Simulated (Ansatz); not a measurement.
# Li2SiN3: the cost of one run

Method: DFT PBE, scalar-relativistic, plane waves, PAW, in Ansatz 0.2.0.

### 1 The structure to begin with

Symmetry: R-3m, No. 166, trigonal system. Conventional cell: a = 4.797 Å, b = 4.797 Å, c = 7.519 Å, α = 90.00°, β = 90.00°, γ = 120.00°. Li (site symmetry 3m) has 9 N at 1.98 to 2.64 Å and 4 Li at 2.18 to 2.79 Å and 4 Si at 2.67 to 2.77 Å in its first shell of neighbours. Si (site symmetry -3m) is surrounded by 6 N at 1.87 Å and 8 Li at 2.67 to 2.77 Å. N (site symmetry 2/m) is surrounded by 2 Si at 1.87 Å and 2 Li at 1.98 Å.

Structure file:

```cif
data_structure
_symmetry_space_group_name_H-M 'R-3m:H'
_symmetry_Int_Tables_number 166
_cell_length_a 4.7967
_cell_length_b 4.7967
_cell_length_c 7.5190
_cell_angle_alpha 90.000
_cell_angle_beta 90.000
_cell_angle_gamma 120.000
_cell_volume 149.82
loop_
_atom_site_label
_atom_site_type_symbol
_atom_site_symmetry_multiplicity
_atom_site_Wyckoff_symbol
_atom_site_fract_x
_atom_site_fract_y
_atom_site_fract_z
_atom_site_occupancy
Li1 Li 6 c 0.33333 0.66667 0.31184 1
Si1 Si 3 a 0.00000 0.00000 0.00000 1
N1 N 9 d 0.83333 0.16667 0.16667 1
```

The cell was relaxed beforehand at this level, from a database cell with other species swapped in; it is a trial structure. At a tolerance of 0.05 Å it has space group R-3m (No. 166); it has 8.32 Å³/atom, an uncorrected energy of +0.11 eV/atom over the elements.

### 2 Static run: bands, density of states and charges

input.yaml reads:

```yaml
crystal:
  lattice:
    - [2.3983397402, 1.3846820946, 2.5063305452]
    - [-2.3983397402, 1.3846820946, 2.5063305452]
    - [0.0, -2.7693641893, 2.5063305452]
  atoms:
    - { symbol: Li, position: [0.6451763244, 0.6451763244, 0.6451763244] }
    - { symbol: Li, position: [0.3548236756, 0.3548236756, 0.3548236756] }
    - { symbol: Si, position: [0.0, 0.0, 0.0] }
    - { symbol: "N", position: [0.0, 0.5, 0.0] }
    - { symbol: "N", position: [0.5, 0.0, 0.0] }
    - { symbol: "N", position: [0.0, 0.0, 0.5] }
basis:
  ecutwfc: 420
kpoints:
  mp_grid: { grid: [12, 12, 12] }
  band_path:
    path:
      - [[0.0, 0.0, 0.0], [0.5, 0.5, 0.5], [0.62984843, 0.37015157, 0.5]]
      - [[0.5, -0.37015157, 0.37015157], [0.5, 0.0, 0.0], [0.0, 0.0, 0.0], [0.43507579, -0.43507579, 0.0]]
      - [[0.56492421, 0.0, 0.43507579], [0.5, 0.0, 0.5], [0.0, 0.0, 0.0]]
    npoints: 14
hamiltonian:
  xc: pbe
scf:
  occupations: { method: gaussian, width: 0.1 }
  n_extra_bands: 15
output:
  forces: true
  stress: true
  eigenvalues: true
  populations: true
  dos: { projected: true, de: 0.02, nscf_kmesh: { grid: [15, 15, 15] } }
  bader: true
```

On the command line:

```sh
> ansatz run input.yaml --threads 1 --pin off --max-ram 2560MiB --backend cpu --events-out ev --progress --plain --runs-dir out
```

What time and memory should one allow on 1 thread of Intel Xeon at 2.50GHz (Skylake/Cascade Lake), shared host?

About 2.5 min, with a peak of 0.56 GiB.
